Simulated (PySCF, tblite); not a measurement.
**BH₄O₆PSi, a fragment of a glass network (3-ring): NMR shifts, core binding energies and electronic excitations**

Wanted: the NMR shifts, core binding energies and electronic excitations for `O=P1(O)O[SiH2]OB(O)O1`. It is drawn as: P B3 Si, H ends, O bridges.

Computed with tblite 0.8.0 and PySCF 2.14.0; each step states its level. No surroundings beyond the atoms listed, unless a continuum is named. Atoms count from 0, parts from 1.

## 1. The system as given

13 atoms, charge 0, multiplicity 1; geometry: distance geometry start.

## 2. Relaxing the cluster with GFN2-xTB

The job: settings as JSON, then the geometry in Å.

```
{"job": {"kind": "relax", "xc": "GFN2-xTB", "basis": "xTB"}, "charge": 0, "multiplicity": 1}
O      1.033884     0.023441     2.265479
P      1.190384    -0.123009     0.740950
O      2.833355    -0.554987     0.458605
O      0.917673     1.361617     0.042244
Si    -0.682164     1.485599    -0.593979
O     -0.865354     0.107026    -1.592130
B     -0.853049    -1.032850    -0.656493
O     -2.146866    -1.567205    -0.271430
O      0.288967    -1.396281     0.169815
H      3.008541    -0.706349    -0.520632
H     -0.859409     2.741679    -1.304120
H     -1.608930     1.352535     0.528118
H     -2.236797    -1.678897     0.704851
```

Level: GFN2-xTB geometry optimisation, gas phase.

The run is started by

```console
OMP_NUM_THREADS=1 python cluster_run.py task.json out
```

The driver reads the jobs from task.json and runs them one after another.

The program printed:

```text
step      E/eV     max force
  0    -877.37483    5.614
  1    -878.32801    4.146
  2    -878.83906    1.538
  3    -878.98523    1.350
  4    -879.06378    0.663
  5    -879.09331    0.545
  6    -879.15869    0.551
  7    -879.19455    0.556
  8    -879.25870    0.672
  9    -879.31940    0.724
 10    -879.39086    0.676
 11    -879.44438    0.682
 12    -879.47906    0.787
 13    -879.51498    0.658
 14    -879.55325    0.751
 15    -879.60142    0.764
 16    -879.63551    0.531
 17    -879.67591    0.729
 18    -879.71643    0.749
 19    -879.75449    0.563
 20    -879.79264    1.177
 21    -879.82639    0.580
 22    -879.86533    0.570
 23    -879.88794    0.363
 24    -879.90702    0.385
 25    -879.92642    0.416
 26    -879.94134    0.443
 27    -879.95193    0.305
 28    -879.95924    0.234
 29    -879.96486    0.208
 30    -879.96985    0.166
 31    -879.97479    0.170
 32    -879.98076    0.212
 33    -879.98798    0.241
 34    -879.99580    0.224
 35    -880.00281    0.183
 36    -880.00810    0.168
 37    -880.01196    0.142
 38    -880.01485    0.147
 39    -880.01679    0.151
 40    -880.01875    0.123
 41    -880.02075    0.088
 42    -880.02260    0.084
 43    -880.02350    0.082
 44    -880.02465    0.110
 45    -880.02613    0.111
 46    -880.02821    0.151
 47    -880.03018    0.117
 48    -880.03186    0.107
 49    -880.03329    0.087
 50    -880.03471    0.085
 51    -880.03640    0.120
 52    -880.03815    0.116
 53    -880.03975    0.143
 54    -880.04121    0.085
 55    -880.04269    0.110
 56    -880.04401    0.077
 57    -880.04521    0.075
 58    -880.04595    0.079
 59    -880.04663    0.073
 60    -880.04751    0.099
 61    -880.04845    0.069
 62    -880.04915    0.053
 63    -880.04957    0.060
 64    -880.04988    0.051
 65    -880.05020    0.071
 66    -880.05050    0.039
 67    -880.05073    0.031
 68    -880.05091    0.045
 69    -880.05111    0.050
 70    -880.05136    0.051
 71    -880.05164    0.045
 72    -880.05191    0.039
 73    -880.05214    0.043
 74    -880.05235    0.046
 75    -880.05260    0.047
 76    -880.05296    0.044
 77    -880.05335    0.037
 78    -880.05357    0.024
 79    -880.05363    0.018
 80    -880.05364    0.020
 81    -880.05365    0.012
 82    -880.05367    0.013
 83    -880.05369    0.019
 84    -880.05371    0.013
 85    -880.05371    0.006
```

It took 3.3 s on 1 thread of Arm Neoverse V1, shared host.

Step by step:

```
step  energy from step 0 (eV)  largest force (eV/Å)
   0                   0.0000                5.6136
   3                  -1.6104                1.3503
   6                  -1.7839                0.5510
   9                  -1.9446                0.7234
  12                  -2.1042                0.7868
  15                  -2.2266                0.7643
  18                  -2.3416                0.7493
  21                  -2.4516                0.5803
  24                  -2.5322                0.3846
  27                  -2.5771                0.3048
  30                  -2.5950                0.1662
  33                  -2.6132                0.2401
  36                  -2.6333                0.1678
  39                  -2.6420                0.1514
  42                  -2.6478                0.0834
  45                  -2.6513                0.1105
  48                  -2.6570                0.1068
  51                  -2.6616                0.1203
  54                  -2.6664                0.0855
  57                  -2.6704                0.0747
  60                  -2.6727                0.0984
  63                  -2.6747                0.0600
  66                  -2.6757                0.0393
  69                  -2.6763                0.0496
  72                  -2.6771                0.0385
  75                  -2.6778                0.0465
  78                  -2.6787                0.0246
  81                  -2.6788                0.0119
  84                  -2.6789                0.0122
  85                  -2.6789                0.0058
```

Distances of close pairs at the start and the end, largest changes first:

```
  bond  before (Å)  after (Å)  change (Å)
 P1–O2       1.722      1.573      -0.149
 O5–B6       1.475      1.349      -0.126
 B6–O7       1.452      1.339      -0.113
 O0–P1       1.540      1.447      -0.092
Si4–O5       1.712      1.622      -0.089
O3–Si4       1.726      1.645      -0.082
 B6–O8       1.456      1.376      -0.080
 P1–O3       1.663      1.598      -0.066
```

## 3. Optimising the geometry at PBE0-D3(BJ)/def2-SVP

The job: settings as JSON, then the geometry in Å.

```
{"job": {"xc": "PBE0", "basis": "def2-SVP", "d3": "d3bj", "grid": 2, "kind": "geom", "shake": 0.01}, "charge": 0, "multiplicity": 1}
O      1.002703     0.182355     2.276970
P      1.133530    -0.055827     0.855556
O      2.530379    -0.597961     0.416771
O      0.951115     1.205406    -0.110054
Si    -0.611689     1.681431    -0.489181
O     -1.511178     0.344164    -0.559075
B     -1.110865    -0.915504    -0.241025
O     -1.934592    -1.933416    -0.475285
O      0.130505    -1.152267     0.292357
H      2.668436    -0.681312    -0.510599
H     -0.414122     2.183111    -1.820279
H     -1.170341     2.511237     0.581975
H     -1.653671    -2.788790    -0.210728
```

The program printed:

```text
step   0  E = -1108.46691641  max force = 0.026105
step   1  E = -1108.47762276  max force = 0.006358
step   2  E = -1108.47809523  max force = 0.001661
step   3  E = -1108.47815631  max force = 0.000816
step   4  E = -1108.47816507  max force = 0.000302
optimisation converged
```

Run time: 1.8 min. Hardware: 1 thread of Arm Neoverse V1, shared host; peak memory 0.78 GiB.

The steps of the relaxation:

```
step  energy from step 0 (eV)  largest force component (eV/Å)
   0                   0.0000                          1.3424
   1                  -0.2913                          0.3269
   2                  -0.3042                          0.0854
   3                  -0.3059                          0.0420
   4                  -0.3061                          0.0155
```

Distances of close pairs at the start and the end, largest changes first:

```
   bond  before (Å)  after (Å)  change (Å)
 Si4–O5       1.613      1.662      +0.049
Si4–H10       1.436      1.480      +0.044
  P1–O8       1.589      1.625      +0.036
  P1–O2       1.561      1.592      +0.031
 O7–H12       0.938      0.963      +0.024
  O2–H9       0.941      0.965      +0.024
  B6–O8       1.372      1.394      +0.023
  O0–P1       1.447      1.464      +0.017
```

The final coordinates are the input of the step that follows.

```
                         at the end point                value
  point group (found at 0.08 Å tolerance)                   C1
rotational constants (GHz, main isotopes)  1.714, 1.162, 0.834
                        dipole moment (D)                 3.99
```

## 4. Nuclear shieldings: PBE0/pcSseg-1

The job: settings as JSON, then the geometry in Å.

```
{"job": {"kind": "nmr", "xc": "PBE0", "basis": "pcSseg-1"}, "charge": 0, "multiplicity": 1}
O      0.978841     0.039319     2.296933
P      1.120669    -0.181578     0.856484
O      2.550359    -0.712320     0.398736
O      0.868715     1.092910    -0.102785
Si    -0.667615     1.636878    -0.539029
O     -1.579243     0.248173    -0.584137
B     -1.180946    -1.018783    -0.273230
O     -2.020511    -2.050268    -0.480755
O      0.095271    -1.273809     0.227410
H      2.653470    -0.773695    -0.558959
H     -0.551888     2.236562    -1.887257
H     -1.212304     2.569841     0.472289
H     -1.639179    -2.885817    -0.192369
```

Level: GIAO PBE0/pcSseg-1 NMR shielding, non-relativistic, gas phase.

The program printed:

```text
coarse grid: 13336 points
cycle   1  E = -1108.4634658027  dE =  2.062e+00  |g| = 1.506e+00  |ddm| = 3.655e+00
cycle   2  E = -1107.9089406624  dE =  5.545e-01  |g| = 2.295e+00  |ddm| = 2.421e+00
cycle   3  E = -1108.8299333306  dE = -9.210e-01  |g| = 3.861e-01  |ddm| = 1.709e+00
cycle   4  E = -1108.8564995295  dE = -2.657e-02  |g| = 6.806e-02  |ddm| = 2.710e-01
cycle   5  E = -1108.8572128313  dE = -7.133e-04  |g| = 1.471e-02  |ddm| = 4.021e-02
cycle   6  E = -1108.8572452247  dE = -3.239e-05  |g| = 7.272e-03  |ddm| = 1.377e-02
cycle   7  E = -1108.8572539144  dE = -8.690e-06  |g| = 1.847e-03  |ddm| = 4.808e-03
final grid: 123800 points
cycle   8  E = -1108.9671768479  dE = -2.901e-05  |g| = 1.215e-02  |ddm| = 1.792e-02
cycle   9  E = -1108.9671499894  dE =  2.686e-05  |g| = 1.743e-02  |ddm| = 1.603e-02
cycle  10  E = -1108.9671997152  dE = -4.973e-05  |g| = 2.133e-03  |ddm| = 1.040e-02
cycle  11  E = -1108.9672005173  dE = -8.021e-07  |g| = 3.743e-04  |ddm| = 1.518e-03
cycle  12  E = -1108.9672005378  dE = -2.052e-08  |g| = 1.350e-04  |ddm| = 2.925e-04
cycle  13  E = -1108.9672005408  dE = -2.913e-09  |g| = 5.172e-05  |ddm| = 1.056e-04
cycle  14  E = -1108.9672005412  dE = -4.520e-10  |g| = 9.038e-06  |ddm| = 3.698e-05
converged SCF energy = -1108.9672005412

GIAO shielding tensors (ppm)
atom      isotropic    diamagn.    paramagn.     s11        s22        s33       span
  0 O      170.698     395.063    -224.365    143.713    151.444    216.937     73.224
  1 P      339.261     967.520    -628.260    237.923    246.394    533.465    295.543
  2 O      224.556     388.779    -164.223    181.068    201.867    290.734    109.666
  3 O      200.872     404.877    -204.005    158.841    187.805    255.971     97.130
  4 Si     372.839     880.585    -507.746    336.663    379.123    402.730     66.067
  5 O      231.820     398.901    -167.081    165.077    259.999    270.384    105.308
  6 B       84.557     198.371    -113.814     67.604     85.812    100.256     32.653
  7 O      231.625     385.458    -153.833    148.508    264.336    282.032    133.524
  8 O      166.017     404.601    -238.584    117.032    171.329    209.688     92.656
  9 H       28.102      32.501      -4.399     20.658     23.991     39.657     18.999
 10 H       26.228      28.932      -2.704     22.956     23.554     32.174      9.218
 11 H       26.012      28.835      -2.823     22.827     23.530     31.679      8.852
 12 H       27.729      31.253      -3.523     20.952     24.813     37.423     16.471
```

Wall time 56 s (1 thread of Arm Neoverse V1, shared host); peak memory 0.95 GiB.

Shifts follow as δ = σ(reference) − σ, with reference shieldings (ppm) from runs at the same level and on the same kind of geometry: ¹H TMS 31.27, ²⁹Si TMS 352.0, ¹⁷O H2O 334.6, ³¹P H3PO4 310.1, ¹¹B BF3·OEt2 100.7. The references are single molecules in the gas phase, so shifts against H2O, NH3, PH3, H3PO4 or CFCl3 are not on the usual liquid scales and can be off by tens of ppm.

```
atoms                                                environment  σ (ppm)  δ (ppm)
  H11  hydrogen on a silicon bonded to 2 O, in a 6-membered ring    26.01     5.25
  H10  hydrogen on a silicon bonded to 2 O, in a 6-membered ring    26.23     5.04
  H12                          hydrogen on an oxygen bonded to B    27.73     3.54
   H9                          hydrogen on an oxygen bonded to P    28.10     3.16
   O8                oxygen bonded to B, P, in a 6-membered ring    166.0    168.5
   O0                                                 P=O oxygen    170.7    163.9
   O3               oxygen bonded to P, Si, in a 6-membered ring    200.9    133.7
   O2                                      oxygen bonded to P, H    224.6    110.0
   O7                                      oxygen bonded to B, H    231.6    102.9
   O5               oxygen bonded to B, Si, in a 6-membered ring    231.8    102.7
   P1             phosphorus bonded to 4 O, in a 6-membered ring    339.3    -29.1
  Si4           silicon bonded to 2 O, 2 H, in a 6-membered ring    372.8    -20.8
   B6                  boron bonded to 3 O, in a 6-membered ring     84.6     16.2
```

Charges from the same density, by scheme (e):

```
atoms  Mulliken    IAO  Hirshfeld  ESP fit
   O0     -0.56  -0.86      -0.38    -0.62
   P1      1.39   2.00       0.56     1.37
   O2     -0.46  -0.73      -0.23    -0.63
   O3     -0.73  -0.86      -0.27    -0.63
  Si4      1.00   1.20       0.50     0.89
   O5     -0.62  -0.65      -0.27    -0.58
   B6      0.67   0.62       0.31     0.90
   O7     -0.37  -0.54      -0.25    -0.69
   O8     -0.63  -0.67      -0.24    -0.68
```

Mayer bond orders: O0–P1 1.95, P1–O2 1.08, P1–O3 0.94, O3–Si4 0.83, Si4–O5 0.93, O5–B6 1.06, B6–O7 1.29, B6–O8 0.98, O8–P1 0.91.

Ring of atoms P1, O3, Si4, O5, B6, O8: NICS(0) -2.8, NICS(1) -1.2, NICS(1)zz 2.3 ppm (means of both faces). The ring holds saturated atoms, so no π current runs round it: these values come from its σ bonds, any local π bonds and neighbouring rings, and say nothing of aromaticity.

The fields below are evaluated on a grid from the run's orbitals.

Frontier orbitals at PBE0/pcSseg-1, with the share of their density that lies nearest to each atom:

```
orbital  energy (eV)                                      lies on
   HOMO        -8.80               O0 66 %; O3, O8 about 9 % each
   LUMO        -0.03  Si4 20 %; H10, H11 about 16 % each; O3 15 %
```

ELF in a plane through or near 8 of the atoms.

Ten even steps from ' ' (0.00) to '@' (0.98):
```
                                                        
                                                        
                      ..--====--..                      
                    ..==##%%%%##++..                    
                    --##@@%%%%@@##==                    
                      ==%%++==%%**::                    
                ....  ..++####++..                      
              --**%%##**--....====****==                
              --##@@**####--==##%%@@%%++..              
              ..++%%++##++..::##**####::                
                ::--==**::  ..++##**::  --%%%%++        
            ..::  **##..++****==++..##**@@@@@@%%..      
            ..--::++%%..%%####%%..==%%--%%@@##++        
              ::==..  ==%%**++%%::--##**%%++..          
                ....  ..**%%%%**    **%%%%==            
                        ::==++::    ::==--..            
                                                        
                                                        
                                                        
                                                        
```
The map spans 11.4 Å across and 10.5 Å up, centred on the molecule. Atoms in the plane (x, y in Å): O2 (0.0, 2.7), O3 (-1.4, 0.6), Si4 (-1.6, -1.1), O5 (0.0, -1.7), B6 (1.2, -0.9), O7 (2.3, -1.6), O8 (1.1, 0.4), H12 (3.1, -1.0).

log10 of the density (e/Å³) in the same plane.

Ten even steps from ' ' (-4.0) to '@' (1.5):
```
                                                        
                        ..::::....                      
                    ::--========--::                    
                  ..--==++****++==--..                  
                  ::==++##%%%%##++==--..                
                ::--==**##%%%%##**==--..                
            ..::====++****####**++====--..              
            ::==++**####************++==--..            
          ..--==**##@@%%##****##%%##**++--::            
        ....--==**##@@%%##****##%%%%**++==--::..        
        ..::--==++**##****++++**####**++++++==--..      
      ..::--==++**%%@@##**######%%##########++==::      
      ..::--==++**%%@@####%%%%######%%%%%%##++==::      
      ..::--==++********##@@%%##****##%%##**==--::      
        ..::--========++********++++******++--::..      
          ..::::--------========----======--::..        
              ..........::::::::......::....            
                                                        
                                                        
                                                        
```
The map spans 11.4 Å across and 10.5 Å up, centred on the molecule. Atoms in the plane (x, y in Å): O2 (0.0, 2.7), O3 (-1.4, 0.6), Si4 (-1.6, -1.1), O5 (0.0, -1.7), B6 (1.2, -0.9), O7 (2.3, -1.6), O8 (1.1, 0.4), H12 (3.1, -1.0).

On the surface of density 0.002 e/bohr³ the electrostatic potential runs, from the 1st to the 99th percentile, from -1.97 V near O0 to 2.97 V near H9.

(Part 1 of 2 ends here.)
